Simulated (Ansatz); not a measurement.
# LaP: a single-point run

The task is a single-point run on LaP. The structure is shown as the input types it. The cell is built on a prototype (CsCl type) and needn't be the phase found in nature.

Method: density functional or hybrid calculation with the settings of its input, plane waves (as first typed), in Ansatz 0.2.0.

4 further runs of the same task are left out: 1 for a known fault of the program, 3 that didn't finish.

## Step 1: Starting point

The structure is cubic, space group Pm-3m (No. 221). Conventional cell: a = 3.650 Å, b = 3.650 Å, c = 3.650 Å, α = 90.00°, β = 90.00°, γ = 90.00°. La (site symmetry m-3m) is surrounded by 8 P at 3.16 Å. P (site symmetry m-3m) is surrounded by 8 La at 3.16 Å.

Structure file:

```xyz
2
Lattice="3.6497 0.0000 0.0000 0.0000 3.6497 0.0000 0.0000 0.0000 3.6497" Properties=species:S:1:pos:R:3 pbc="T T T"
La    0.0000    0.0000    0.0000
P     1.8248    1.8248    1.8248
```

## Step 2: The calculation

The input, input.yaml:

```yaml
crystal:
  lattice:
    - [3.6496601442, 0.0, 0.0]
    - [0.0, 3.6496601442, 0.0]
    - [0.0, 0.0, 3.6496601442]
  atoms:
    - { symbol: La, position: [0.0, 0.0, 0.0] }
    - { symbol: P, position: [0.5, 0.5, 0.5] }
kpoints:
  mp_grid: { grid: [6, 6, 6] }
hamiltonian:
  xc: pbesol
scf:
  occupations: { method: fermi_dirac, width: 0.02 }
  n_extra_bands: 4
  max_iter: 79
output:
  forces: true
  stress: true
  eigenvalues: true
basis:
  ecutwfc: 160
```

On the command line:

```bash
$ ansatz run input.yaml --threads 4 --pin off --max-ram 3686MiB --backend cpu --events-out ev --progress --plain --runs-dir out
```

Q: Will this input give a usable result? If not, why, and what should change?

The run converged and reported no error, with warnings (cutoff below recommended). Its log warns: «basis.ecutwfc = 160 eV is below the records' recommended 420 eV ...»

Look at the input: basis.ecutwfc is 160. The basis cutoff is far too low: the plane waves can't represent the orbitals near the cores. The potentials' recommended cutoff is 420 eV.

To check: delete basis.ecutwfc (the default then holds).
